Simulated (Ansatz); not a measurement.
# O started in the second kind of void in 4H SiC, 97 atoms, charge 0

Aim: let the atoms about the defect relax, then find its formation energy and its levels in the gap by PBEsol and HSE06.

All numbers are computed with Ansatz 0.2.0 (PAW, plane waves).

## (1) The system as built

97 atoms (48 Si, 48 C, 1 O); a = 9.234 Å, b = 10.663 Å, c = 10.076 Å, α = 90.00°, β = 90.00°, γ = 90.00°. All atoms were shaken off their sites by about 0.02 Å along each axis; atoms next to an added one may be pushed further to make room. Defect site 1: (0.500, 0.583, 0.344).

Steps to follow: (2) PBEsol relaxation at the single k point (¼, ¼, ¼), on 1 × NVIDIA H100 80GB HBM3 with 4 threads of AMD EPYC 7R13; (3) HSE06 single point at the single k point (¼, ¼, ¼), on 1 × NVIDIA H100 80GB HBM3 with 4 threads of AMD EPYC 7R13.

## (2) PBEsol relaxation in the fixed cell

in.yaml

```yaml
crystal:
  lattice:
    - [9.234204, 0.000000, 0.000000]
    - [0.000000, 10.662740, 0.000000]
    - [0.000000, 0.000000, 10.075947]
  atoms:
    - { symbol: Si, position: [0.000273, 0.996852, 0.499860] }
    - { symbol: Si, position: [0.335387, 0.999340, 0.499174] }
    - { symbol: Si, position: [0.167623, 0.248777, 0.497789] }
    - { symbol: Si, position: [0.001551, 0.500067, 0.496519] }
    - { symbol: Si, position: [0.664893, 0.999763, 0.498507] }
    - { symbol: Si, position: [0.504122, 0.251611, 0.499422] }
    - { symbol: Si, position: [0.335146, 0.499573, 0.499225] }
    - { symbol: Si, position: [0.165238, 0.748285, 0.500413] }
    - { symbol: Si, position: [0.836311, 0.251139, 0.498414] }
    - { symbol: Si, position: [0.668403, 0.500577, 0.502599] }
    - { symbol: Si, position: [0.500346, 0.751382, 0.498269] }
    - { symbol: Si, position: [0.835728, 0.750675, 0.497846] }
    - { symbol: Si, position: [0.000731, 0.166123, 0.248488] }
    - { symbol: Si, position: [0.332681, 0.170222, 0.251190] }
    - { symbol: Si, position: [0.167097, 0.418163, 0.250481] }
    - { symbol: Si, position: [0.001821, 0.667056, 0.253395] }
    - { symbol: Si, position: [0.666574, 0.167149, 0.251479] }
    - { symbol: Si, position: [0.500344, 0.416693, 0.248980] }
    - { symbol: Si, position: [0.332276, 0.664061, 0.246830] }
    - { symbol: Si, position: [0.168208, 0.919016, 0.250015] }
    - { symbol: Si, position: [0.832486, 0.419912, 0.252914] }
    - { symbol: Si, position: [0.668161, 0.666573, 0.249666] }
    - { symbol: Si, position: [0.500175, 0.917793, 0.250389] }
    - { symbol: Si, position: [0.833980, 0.916089, 0.250432] }
    - { symbol: Si, position: [0.167101, 0.083091, 0.748244] }
    - { symbol: Si, position: [0.996855, 0.333911, 0.750319] }
    - { symbol: Si, position: [0.501113, 0.083120, 0.748033] }
    - { symbol: Si, position: [0.334683, 0.332580, 0.750900] }
    - { symbol: Si, position: [0.167631, 0.583488, 0.750383] }
    - { symbol: Si, position: [0.998224, 0.836924, 0.749319] }
    - { symbol: Si, position: [0.833866, 0.088036, 0.749512] }
    - { symbol: Si, position: [0.670356, 0.332680, 0.749154] }
    - { symbol: Si, position: [0.502854, 0.587928, 0.751916] }
    - { symbol: Si, position: [0.335820, 0.836141, 0.750831] }
    - { symbol: Si, position: [0.836260, 0.584151, 0.748597] }
    - { symbol: Si, position: [0.667455, 0.834631, 0.748864] }
    - { symbol: Si, position: [0.996330, 0.000117, 0.997367] }
    - { symbol: Si, position: [0.334802, 0.002018, 0.000253] }
    - { symbol: Si, position: [0.165771, 0.252964, 0.001465] }
    - { symbol: Si, position: [0.002737, 0.500883, 0.997400] }
    - { symbol: Si, position: [0.671560, 0.001899, 0.999811] }
    - { symbol: Si, position: [0.496644, 0.250902, 0.998916] }
    - { symbol: Si, position: [0.333712, 0.500262, 0.999372] }
    - { symbol: Si, position: [0.171208, 0.746157, 0.999316] }
    - { symbol: Si, position: [0.833775, 0.249993, 0.997930] }
    - { symbol: Si, position: [0.665537, 0.498519, 0.999276] }
    - { symbol: Si, position: [0.499169, 0.749164, 0.000447] }
    - { symbol: Si, position: [0.830296, 0.745208, 0.000115] }
    - { symbol: C, position: [0.996493, 0.002282, 0.185107] }
    - { symbol: C, position: [0.332469, 0.001272, 0.186042] }
    - { symbol: C, position: [0.169756, 0.252872, 0.184610] }
    - { symbol: C, position: [0.997206, 0.503315, 0.186244] }
    - { symbol: C, position: [0.661841, 0.998121, 0.186521] }
    - { symbol: C, position: [0.495629, 0.253733, 0.186633] }
    - { symbol: C, position: [0.331362, 0.498632, 0.190170] }
    - { symbol: C, position: [0.164484, 0.751616, 0.186739] }
    - { symbol: C, position: [0.837447, 0.251631, 0.188372] }
    - { symbol: C, position: [0.662015, 0.499333, 0.187472] }
    - { symbol: C, position: [0.496352, 0.747006, 0.188252] }
    - { symbol: C, position: [0.829433, 0.750007, 0.188276] }
    - { symbol: C, position: [0.995550, 0.998984, 0.685941] }
    - { symbol: C, position: [0.332976, 0.002899, 0.690467] }
    - { symbol: C, position: [0.169206, 0.252175, 0.686275] }
    - { symbol: C, position: [0.003825, 0.501315, 0.686200] }
    - { symbol: C, position: [0.666897, 0.998911, 0.688051] }
    - { symbol: C, position: [0.503122, 0.251678, 0.688863] }
    - { symbol: C, position: [0.331271, 0.500831, 0.688734] }
    - { symbol: C, position: [0.169342, 0.747203, 0.685713] }
    - { symbol: C, position: [0.832203, 0.249962, 0.683181] }
    - { symbol: C, position: [0.663929, 0.495977, 0.690006] }
    - { symbol: C, position: [0.499146, 0.748192, 0.688057] }
    - { symbol: C, position: [0.836897, 0.748041, 0.686462] }
    - { symbol: C, position: [0.998626, 0.165366, 0.437120] }
    - { symbol: C, position: [0.333839, 0.166156, 0.436759] }
    - { symbol: C, position: [0.167206, 0.417082, 0.438490] }
    - { symbol: C, position: [0.001681, 0.669039, 0.435750] }
    - { symbol: C, position: [0.666176, 0.167745, 0.436825] }
    - { symbol: C, position: [0.501892, 0.417618, 0.438963] }
    - { symbol: C, position: [0.332146, 0.665759, 0.436573] }
    - { symbol: C, position: [0.167633, 0.917561, 0.439399] }
    - { symbol: C, position: [0.832122, 0.420312, 0.437833] }
    - { symbol: C, position: [0.666783, 0.664209, 0.440771] }
    - { symbol: C, position: [0.505267, 0.918693, 0.438896] }
    - { symbol: C, position: [0.834452, 0.918876, 0.437254] }
    - { symbol: C, position: [0.170473, 0.081225, 0.939439] }
    - { symbol: C, position: [0.001300, 0.335982, 0.936427] }
    - { symbol: C, position: [0.498413, 0.086585, 0.938802] }
    - { symbol: C, position: [0.333841, 0.334839, 0.938824] }
    - { symbol: C, position: [0.165780, 0.580976, 0.938757] }
    - { symbol: C, position: [0.002076, 0.834727, 0.939688] }
    - { symbol: C, position: [0.833102, 0.086452, 0.934576] }
    - { symbol: C, position: [0.663639, 0.331209, 0.936821] }
    - { symbol: C, position: [0.496026, 0.584210, 0.936573] }
    - { symbol: C, position: [0.331068, 0.831709, 0.939808] }
    - { symbol: C, position: [0.831711, 0.582739, 0.939745] }
    - { symbol: C, position: [0.668061, 0.834779, 0.937832] }
    - { symbol: O, position: [0.499466, 0.580922, 0.342357] }
  symmetry: { detect: false }
kpoints:
  mp_grid: { grid: [1, 1, 1], shift: [0.25, 0.25, 0.25] }
hamiltonian:
  xc: pbesol
scf:
  occupations: { method: fermi_dirac, width: 0.01 }
relax:
  f_tol: 0.03
  max_steps: 80
  escape_saddle: false
  adjacent_minimum: "off"
output:
  forces: true
  eigenvalues: true
  populations: true
  write_density: true
  write_potential: true
  elf: true
  volumetric_format: npy
```

On the command line:

```sh
> ansatz run in.yaml --threads 4 --pin off --max-ram 42750MiB --runs-dir r --events-out ev --progress --plain --backend cuda --devices 0, --max-vram 37GiB
```

After this run come: Single point with HSE06.

Q: Predict the outcome of this session. Wanted: for each run, formation energy; host gap; top filled to lowest empty.

The runs gave:

| level | time | formation energy (eV) | host gap (eV) | top filled to lowest empty (eV) |
| --- | --- | --- | --- | --- |
| PBEsol, relaxation | 42 s (GPU) | 1.07 | 2.10 | 2.63 |
| HSE06 | 27 s (GPU) | 1.37 | 3.15 | 3.72 |

```
     quantity                              value
   relaxation  22 recorded steps, 5.96 eV gained
largest shift                       1.59 Å (O97)
```

**What this shows.** The relaxation lowers the energy by 5.96 eV; the largest shift is 1.59 Å (O97). A shift this large means that the defect left the place where it started, so the values belong to the end structure, not to the one named. The formation energy goes from 1.07 eV (PBEsol) to 1.37 eV (HSE06). The reservoirs are the elements' reference phases; where the defect changes the composition, the value depends on that choice. HSE06 shows no level inside the gap that the count of atoms sharing it marks as tightly localised. The host's edges were read at Γ, so band-like levels at this k point need not coincide with them. One k point and a cell of this size can leave errors of several tenths of an eV.
